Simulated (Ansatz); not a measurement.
# NH₂Br (triplet): the correlation ladder at distance Br1–H2 along a hydrogen transfer = 1.585 Å, cc-pVTZ

One table from this session's results is given with a row withheld; the runs are named, their logs left out.

Computed with Ansatz 0.2.0, Gaussian basis. Level: cc-pVTZ, core rule «outside noble gas», up to 15 orbitals frozen.

Plan: UHF; CCSD(T) on ROHF; CCSD(T) on UHF; BCCD(T) on ROHF; CCSDT(Q) on ROHF; CCSDT(Q) on UHF; CASSCF and NEVPT2, 4 electrons in 4 orbitals; CASSCF and NEVPT2, 14 electrons in 10 orbitals.

## The system

The geometry derives from fragments relaxed apart (PBE0/def2-TZVP) and kept rigid, so it is no stationary point. A hydrogen atom is moved between rigid fragments. No spin-orbit coupling is included. The filled d shell of Br may be among the frozen orbitals whatever the setting's name suggests; the logs give the count.

4 atoms, charge 0, spin multiplicity 3.

Atoms are counted from 1 here; the program's logs count them from 0.

Bond lengths: Br1–H2 1.585 Å, H2–N3 1.259 Å, N3–H4 1.040 Å. Angles: Br1–H2–N3 180.0°, H2–N3–H4 105.0°.

Set-up of the first run:

Input file in.yaml:

```yaml
crystal:
  periodic: [false, false, false]
  atoms:
    - {symbol: Br, position_ang: [-1.885520, 0.251057, 0.000000]}
    - {symbol: H, position_ang: [-0.300520, 0.251057, 0.000000]}
    - {symbol: N, position_ang: [0.958480, 0.251057, 0.000000]}
    - {symbol: H, position_ang: [1.227561, -0.753170, 0.000000]}
basis:
  gaussian: {orbitals: cc-pVTZ}
magnetization: {spin_polarized: true, initial_magnetization: 2}
hamiltonian: {xc: hf}
output: {orbitals: {seedname: orbitals}}
```

Run with:

```bash
ansatz run in.yaml --threads 1 --pin off --events-out ev --progress --plain --max-ram 4096MiB --backend cpu
```

Among the steps run: UHF; CCSD(T) on ROHF; CCSD(T) on UHF; BCCD(T) on ROHF; CCSDT(Q) on ROHF; CCSDT(Q) on UHF; CASSCF and NEVPT2, 4 electrons in 4 orbitals; CASSCF and NEVPT2, 14 electrons in 10 orbitals.

One of the session's tables, all rows but one given; the rest of the session is left out.

It belongs to the step «Misses and costs». 

```
        method  from UCCSDT(Q) (kJ/mol)
          ROHF                  +1041.4
           UHF                  +1004.7
          RMP2                   +137.3
          UMP2                   +136.7
         RCCSD                    +42.1
         UCCSD                    +40.4
      RCCSD(T)                     +5.0
      UCCSD(T)                     +4.9
       BCCD(T)                     +4.9
        RCCSDT                     +2.0
        UCCSDT                     +1.7
     RCCSDT(Q)                     +0.4
     UCCSDT(Q)                        0
   CASSCF pair                   +980.2
   NEVPT2 pair                   +125.9
CASSCF valence                   +886.7
NEVPT2 valence                        ?
```

Estimate the missing values for NEVPT2 valence.

The run gave: from UCCSDT(Q) (kJ/mol): +178.3. In the column «from UCCSDT(Q) (kJ/mol)» it lies between RMP2 (+137.3) and CASSCF valence (+886.7).

Caveats from the session: Restricted and unrestricted rows rest on different reference determinants; where their highest levels disagree by more than a few hundredths of an eV, they describe different states and don't form one ladder.
